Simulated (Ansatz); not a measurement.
# V: under pressure

A pressure series on V (-1 to 90 GPa): equation of state, axes and gap.

Program: Ansatz 0.2.0. Level of theory: DFT PBEsol, scalar-relativistic, plane waves, PAW. These are calculated values, not measurements.

2 further runs of the same task are left out: 2 set aside as unsound or not needed.

**1. The starting structure**

It takes space group Im-3m (No. 229, cubic). The conventional cell has a = 2.959 Å, b = 2.959 Å, c = 2.959 Å, α = 90.00°, β = 90.00°, γ = 90.00°. V (site symmetry m-3m) has 8 V at 2.56 Å in its first shell of neighbours.

Coordinates:

```cif
data_structure
_symmetry_space_group_name_H-M 'Im-3m'
_symmetry_Int_Tables_number 229
_cell_length_a 2.9589
_cell_length_b 2.9589
_cell_length_c 2.9589
_cell_angle_alpha 90.000
_cell_angle_beta 90.000
_cell_angle_gamma 90.000
_cell_volume 25.90
loop_
_atom_site_label
_atom_site_type_symbol
_atom_site_symmetry_multiplicity
_atom_site_Wyckoff_symbol
_atom_site_fract_x
_atom_site_fract_y
_atom_site_fract_z
_atom_site_occupancy
V1 V 2 a 0.00000 0.00000 0.00000 1
```

This cell was relaxed beforehand with the same method: volume 12.95 Å³/atom, gap on the mesh none (metal).

**2. -1 GPa**

input.yaml reads:

```yaml
crystal:
  lattice:
    - [-1.4843235338, 1.4843235338, 1.4843235338]
    - [1.4843235338, -1.4843235338, 1.4843235338]
    - [1.4843235338, 1.4843235338, -1.4843235338]
  atoms:
    - { symbol: V, position: [0.0, 0.0, 0.0] }
basis:
  ecutwfc: 420
kpoints:
  mp_grid: { grid: [20, 20, 20] }
hamiltonian:
  xc: pbesol
scf:
  occupations: { method: gaussian, width: 0.1 }
output:
  forces: true
  stress: true
  eigenvalues: true
  write_density: true
  write_potential: true
  elf: true
  volumetric_format: npy
relax:
  adjacent_minimum: "off"
  f_tol: 0.008
  max_steps: 50
  cell: { stress_tol: 0.08, p_target: -1.0 }
```

Run with:

```bash
$ ansatz run input.yaml --threads 1 --pin off --max-ram 2560MiB --backend cpu --events-out ev --progress --plain --runs-dir out
```

Further runs follow: 1 GPa; relaxing at 4 GPa; 12 GPa; target pressure 25 GPa; target pressure 50 GPa; 90 GPa.

Before running it: what results should come out? Wanted: bulk modulus B0; B0'.

As calculated:

```
                                     quantity                       value
                             volume at 90 GPa  9.81 Å³/atom, V/V0 = 0.758
bulk modulus B0 (third-order Birch-Murnaghan)                     197 GPa
                                          B0'                         3.6
```

**Reading.** At 90 GPa the crystal has lost 24.2 % of its volume. The points follow one equation of state, B0 = 197 GPa. The symmetry of the start is kept, so a transition to another structure would not show.
